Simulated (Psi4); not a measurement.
# UMP2/def2-TZVP (density fitting, density fitting for correlation, sweep point 6) run of C2HF2Si (SMILES [C]#C[SiH](F)F)

We compute the energy of C2HF2Si. Input form: a Python script.

The results are computed with Psi4 1.11.

7 further runs of the same task are left out: 7 set aside as unsound or not needed.

## 1. The structure to begin with

The species is C2HF2Si (6 atoms), meant as a doublet with charge 0. As SMILES, `[C]#C[SiH](F)F`. The shape is that of a PBE0-D4/def2-TZVP optimisation.

Bond lengths: C1–C2 1.211 Å, C2–Si3 1.812 Å, Si3–F4 1.580 Å, Si3–F5 1.580 Å, Si3–H6 1.468 Å. Angles: C1–C2–Si3 176.8°, C2–Si3–F4 108.8°, C2–Si3–F5 108.8°, F4–Si3–F5 107.9°, C2–Si3–H6 112.5°, F4–Si3–H6 109.4°, F5–Si3–H6 109.4°.

## 2. A single-point energy at UMP2/def2-TZVP (density fitting, density fitting for correlation, sweep point 6)

Input file c2hf2si.py:

```python
import psi4

psi4.set_memory(1600000000)
psi4.set_num_threads(1)
psi4.core.set_output_file('output.dat', False)

m = psi4.geometry("""
0 2
C      0.858400    -2.085100     1.052200
C      0.445300    -1.082600     0.512900
Si    -0.183000     0.459200    -0.201300
F     -1.479900     0.138200    -1.044000
F      0.904100     1.043400    -1.187100
H     -0.502800     1.463000     0.821300
symmetry c1
""")

psi4.set_options({
    'basis': 'def2-TZVP',
    'reference': 'uhf',
    'scf_type': 'df',
    'num_frozen_docc': 9,
    'guess': 'sap',
})

result, w = psi4.energy('mp2', return_wfn=True)
print(f'total energy {result:.8f} hartree = {result * 27.211386:.5f} eV')
for k, v in sorted(psi4.core.scalar_variables().items()):
    print(f'{k:45s} {v:18.10f}')
```

Run with:

```sh
$ python c2hf2si.py
```

output.dat:

```text
[...]
  Running in c1 symmetry.
[...]
  Nuclear repulsion =  202.612225752604843
[...]
  Multiplicity = 2
[...]
  Nalpha       = 23
  Nbeta        = 22
[...]
    Number of basis functions: 167
[...]
   @DF-UHF iter   1:  -563.27772872056971   -5.63278e+02   9.46573e-03 DIIS/ADIIS
[...]
   @DF-UHF iter  18:  -564.26536996390837   -2.87628e-11   8.08815e-09 DIIS
[...]
   @S^2 Observed:                1.180355016E+00
[...]
    Orbital Energies [Eh]
    ---------------------
    Alpha Occupied:
       1A    -68.870171     2A    -26.307894     3A    -26.307871
       4A    -11.324629     5A    -11.240540     6A     -6.210098
       7A     -4.318376     8A     -4.318339     9A     -4.317001
      10A     -1.621270    11A     -1.602446    12A     -1.080987
      13A     -0.826264    14A     -0.732490    15A     -0.728966
      16A     -0.709992    17A     -0.675514    18A     -0.672796
      19A     -0.658284    20A     -0.615771    21A     -0.533068
      22A     -0.474403    23A     -0.473374
    Alpha Virtual:
      24A      0.094125    25A      0.095856    26A      0.163797
[...]
  @DF-UHF Final Energy:  -564.26536996390837
   => Energetics <=
    Nuclear Repulsion Energy =            202.6122257526048429
    One-Electron Energy =               -1185.2768469859004199
    Two-Electron Energy =                 418.3992512693871504
    Total Energy =                       -564.2653699639083698
  UHF NO Occupations:
  HONO-2 :   21  A 1.8878553
  HONO-1 :   22  A 1.8874444
[...]
 Multipole Moments:
 ------------------------------------------------------------------------------------
     Multipole            Electronic (a.u.)      Nuclear  (a.u.)        Total (a.u.)
 ------------------------------------------------------------------------------------
 L = 1.  Multiply by 2.5417464519 to convert [e a0] to [Debye]
 Dipole X            :          0.0253002            0.0584417            0.0837419
 Dipole Y            :         -0.3705057            0.2541966           -0.1163092
 Dipole Z            :         -1.9245517            2.5806684            0.6561167
 Magnitude           :                                                    0.6715874
[...]
```

On the terminal:

```text
total energy -565.09713784 hartree = -15377.07635 eV
CURRENT CORRELATION ENERGY                         -0.8317678742
CURRENT ENERGY                                   -565.0971378381
CURRENT REFERENCE ENERGY                         -564.2653699639
CUSTOM SCS-MP2 CORRELATION ENERGY                  -0.8082634707
CUSTOM SCS-MP2 TOTAL ENERGY                      -565.0736334346
DD SOLVATION ENERGY                                 0.0000000000
HF KINETIC ENERGY                                 564.1277786900
HF POTENTIAL ENERGY                             -1128.3931486539
HF TOTAL ENERGY                                  -564.2653699639
HF VIRIAL RATIO                                     2.0002439009
MP2 CORRELATION ENERGY                             -0.8317678742
MP2 DOUBLES ENERGY                                 -0.8317678742
MP2 OPPOSITE-SPIN CORRELATION ENERGY               -0.6127009761
MP2 SAME-SPIN CORRELATION ENERGY                   -0.2190668981
MP2 SINGLES ENERGY                                 -0.0000000000
MP2 TOTAL ENERGY                                 -565.0971378381
NUCLEAR REPULSION ENERGY                          202.6122257526
ONE-ELECTRON ENERGY                             -1185.2768469859
PCM POLARIZATION ENERGY                             0.0000000000
PE ENERGY                                           0.0000000000
SCF ITERATION ENERGY                             -564.2653699639
SCF ITERATIONS                                     18.0000000000
SCF TOTAL ENERGY                                 -564.2653699639
SCS-MP2 CORRELATION ENERGY                         -0.8082634707
SCS-MP2 TOTAL ENERGY                             -565.0736334346
TWO-ELECTRON ENERGY                               418.3992512694
XC GRID RADIAL POINTS                              75.0000000000
XC GRID SPHERICAL POINTS                          302.0000000000
XC GRID TOTAL POINTS                           130289.0000000000
```

Wall time 11 s (1 thread of AMD EPYC 7R43 (Zen 3), shared host); peak memory 0.31 GiB.

## 3. Results

At UMP2/def2-TZVP (density fitting, density fitting for correlation, sweep point 6), 9 core orbitals frozen:

```
                                                  quantity          value
                                              total energy  -565.09714 Eh
HOMO energy (Hartree–Fock orbitals) (highest over α and β)      -12.11 eV
 LUMO energy (Hartree–Fock orbitals) (lowest over α and β)        0.25 eV
               correlation energy (9 core orbitals frozen)     -831.8 mEh
                         ⟨S²⟩ of the reference determinant          1.180
```

⟨S²⟩ is 1.18 where a pure doublet has 0.75: the reference is spin-contaminated.
